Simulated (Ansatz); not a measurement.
# CH7NO3Zr: a ladder of functionals and wavefunction methods

An exercise on one series of results from a longer session: the logs are not shown, and one member is left open.

Computed with Ansatz 0.2.0, Gaussian basis. Level: functionals in def2-TZVPP, the program's frozen cores in correlated methods.

Plan: LDA (SPW92), PBE-D4, revPBE-D4, BLYP-D4, r2SCAN-D4, B97M-V, PBE0-D4, B3LYP-D4, r2SCANh-D4, r2SCAN0-D4, HSE06-D4, BHLYP-D4, CAM-B3LYP-D4, LC-ωPBE, ωB97X-V, ωB97M-V, B2PLYP, PBE-QIDH; CCSD(T)/def2-SVP; CCSD(T)/def2-TZVPP; MP2/def2-QZVPP; extrapolation to the limit; RPA on PBE.

### Structure used throughout

An earlier PBE0-D4 in a triple-zeta def2 set relaxation fixed the geometry. Zr takes the def2 core potential; no spin-orbit term is included.

SMILES `C[NH][Zr]([OH])([OH])[OH]`, 13 atoms, charge 0, spin multiplicity 1.

Atoms are counted from 1 here; the program's logs count them from 0.

Bond lengths: C1–N2 1.447 Å, C1–H7 1.094 Å, C1–H8 1.098 Å, C1–H9 1.097 Å, N2–Zr3 2.034 Å, N2–H10 1.012 Å, Zr3–O4 1.946 Å, Zr3–O5 1.937 Å, Zr3–O6 1.939 Å, O4–H11 0.953 Å, O5–H12 0.952 Å, O6–H13 0.952 Å. Angles: N2–C1–H7 110.0°, N2–C1–H8 112.6°, N2–C1–H9 112.4°, H7–C1–H8 107.1°, H7–C1–H9 106.8°, H8–C1–H9 107.7°, C1–N2–Zr3 128.4°, C1–N2–H10 111.5°, Zr3–N2–H10 120.1°, N2–Zr3–O4 110.6°, N2–Zr3–O5 106.2°, N2–Zr3–O6 106.6°, O4–Zr3–O5 109.1°, O4–Zr3–O6 108.3°, O5–Zr3–O6 115.9°, Zr3–O4–H11 149.4°, Zr3–O5–H12 156.3°, Zr3–O6–H13 157.6°.

Geometry (Å):

```csv
atom,x (Å),y (Å),z (Å)
C1,1.26108,-1.32638,1.07348
N2,0.94612,-0.61271,-0.14522
Zr3,-0.57947,0.68887,-0.48807
O4,-2.20065,-0.27046,-0.97672
O5,-0.02325,1.79505,-1.97772
O6,-0.90188,1.61844,1.18260
H7,0.55764,-1.04591,1.86271
H8,1.19445,-2.41551,0.95402
H9,2.26565,-1.09178,1.44720
H10,1.61679,-0.81347,-0.87642
H11,-2.64511,-1.09563,-1.14827
H12,-0.13782,2.38982,-2.71249
H13,-1.35353,2.17966,1.80490
```

Set-up of the first run:

Input file in.yaml:

```yaml
crystal:
  periodic: [false, false, false]
  atoms:
    - {symbol: C, position_ang: [1.261080, -1.326382, 1.073480]}
    - {symbol: N, position_ang: [0.946125, -0.612712, -0.145219]}
    - {symbol: Zr, position_ang: [-0.579468, 0.688872, -0.488071]}
    - {symbol: O, position_ang: [-2.200653, -0.270458, -0.976725]}
    - {symbol: O, position_ang: [-0.023250, 1.795052, -1.977718]}
    - {symbol: O, position_ang: [-0.901876, 1.618444, 1.182597]}
    - {symbol: H, position_ang: [0.557637, -1.045911, 1.862709]}
    - {symbol: H, position_ang: [1.194450, -2.415506, 0.954023]}
    - {symbol: H, position_ang: [2.265648, -1.091778, 1.447197]}
    - {symbol: H, position_ang: [1.616787, -0.813473, -0.876421]}
    - {symbol: H, position_ang: [-2.645114, -1.095629, -1.148266]}
    - {symbol: H, position_ang: [-0.137822, 2.389817, -2.712490]}
    - {symbol: H, position_ang: [-1.353534, 2.179661, 1.804905]}
basis:
  gaussian: {orbitals: def2-TZVPP}
hamiltonian: {xc: lda}
output: {orbitals: {seedname: orbitals}}
```

Run with:

```
$ ansatz run in.yaml --threads 8 --pin off --events-out ev --progress --plain --max-ram 18278MiB
```

Among the steps run: LDA; PBE-D4 (GGA); revPBE-D4 (GGA); BLYP-D4 (GGA); r2SCAN-D4 (meta-GGA); B97M-V (meta-GGA); B3LYP-D4 (hybrid); r2SCANh-D4 (hybrid); r2SCAN0-D4 (hybrid); HSE06-D4 (hybrid); BHLYP-D4 (hybrid); CAM-B3LYP-D4 (range-separated); LC-ωPBE (range-separated); ωB97X-V (range-separated); ωB97M-V (range-separated); B2PLYP (double hybrid); PBE-QIDH (double hybrid).

One of the session's tables, all rows but one given; the rest of the session is left out.

It belongs to the step «Frontier levels by functional». 

| functional | HOMO (eV) | gap (eV) |
| --- | --- | --- |
| LDA (SPW92) | -5.27 | 4.40 |
| PBE-D4 | -5.12 | 4.39 |
| revPBE-D4 | -5.05 | 4.37 |
| BLYP-D4 | -5.01 | 4.27 |
| r2SCAN-D4 | -5.36 | 5.05 |
| B97M-V | -5.44 | 4.78 |
| PBE0-D4 | -6.44 | 6.38 |
| B3LYP-D4 | -6.22 | 5.87 |
| r2SCANh-D4 | -5.86 | 5.84 |
| r2SCAN0-D4 | -6.62 | 6.91 |
| HSE06-D4 | -6.04 | 5.65 |
| BHLYP-D4 | -7.69 | 8.06 |
| CAM-B3LYP-D4 | -7.83 | 8.33 |
| LC-ωPBE | -9.17 | 10.67 |
| ωB97X-V | ? | ? |
| ωB97M-V | -8.75 | 9.56 |

Estimate the missing values for ωB97X-V.

**Answer.** HOMO (eV): -8.83; gap (eV): 10.20. In the column «HOMO (eV)» it lies between LC-ωPBE (-9.17) and ωB97M-V (-8.75).
